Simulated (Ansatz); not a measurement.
# Cl2H4NSi2: the cost of one run

Program: Ansatz 0.2.0, Gaussian basis. Level of theory: functionals in def2-TZVPP, the program's frozen cores in correlated methods. These are calculated values, not measurements.

The runs, in order: PBE-D4, r2SCAN-D4, PBE0-D4, B3LYP-D4, ωB97X-V, ωB97M-V, B2PLYP; CCSD(T)/def2-TZVPP; MP2/def2-QZVPP; extrapolation to the limit.

## 1. The relaxed structure

An earlier PBE0-D4 in a triple-zeta def2 set relaxation fixed the geometry.

SMILES `Cl[SiH]N[SiH2]Cl`, 9 atoms, charge 0, spin multiplicity 2.

Atoms are counted from 1 here; the program's logs count them from 0.

Bond lengths: Cl1–Si2 2.065 Å, Si2–N3 1.723 Å, Si2–H6 1.490 Å, N3–Si4 1.718 Å, N3–H7 1.012 Å, Si4–Cl5 2.058 Å, Si4–H8 1.478 Å, Si4–H9 1.477 Å. Angles: Cl1–Si2–N3 111.1°, Cl1–Si2–H6 108.1°, N3–Si2–H6 107.0°, Si2–N3–Si4 127.5°, Si2–N3–H7 115.1°, Si4–N3–H7 117.0°, N3–Si4–Cl5 111.7°, N3–Si4–H8 110.9°, N3–Si4–H9 107.2°, Cl5–Si4–H8 105.9°, Cl5–Si4–H9 108.2°, H8–Si4–H9 113.0°.

## 2. PBE-D4 (GGA)

in.yaml reads:

```yaml
crystal:
  periodic: [false, false, false]
  atoms:
    - {symbol: Cl, position_ang: [-2.429159, -1.532859, 0.452318]}
    - {symbol: Si, position_ang: [-0.836007, -0.638470, 1.414298]}
    - {symbol: N, position_ang: [0.432943, -0.275760, 0.307061]}
    - {symbol: Si, position_ang: [0.382132, 0.809280, -1.024315]}
    - {symbol: Cl, position_ang: [1.403338, 2.550932, -0.626760]}
    - {symbol: H, position_ang: [-0.286826, -1.608778, 2.402574]}
    - {symbol: H, position_ang: [1.333793, -0.671882, 0.542730]}
    - {symbol: H, position_ang: [1.035844, 0.217789, -2.210704]}
    - {symbol: H, position_ang: [-1.036057, 1.149747, -1.257202]}
basis:
  gaussian: {orbitals: def2-TZVPP}
magnetization: {spin_polarized: true, initial_magnetization: 1}
hamiltonian: {xc: pbe, dispersion: d4}
output: {forces: true, orbitals: {seedname: orbitals}}
```

The run is started by

```console
$ ansatz run in.yaml --threads 2 --pin off --events-out ev --progress --plain --max-ram 32768MiB --backend cpu
```

Q: Estimate wall time and peak memory on 2 threads of AMD EPYC 7R13, shared host.

About 7 s, with a peak of 0.48 GiB.
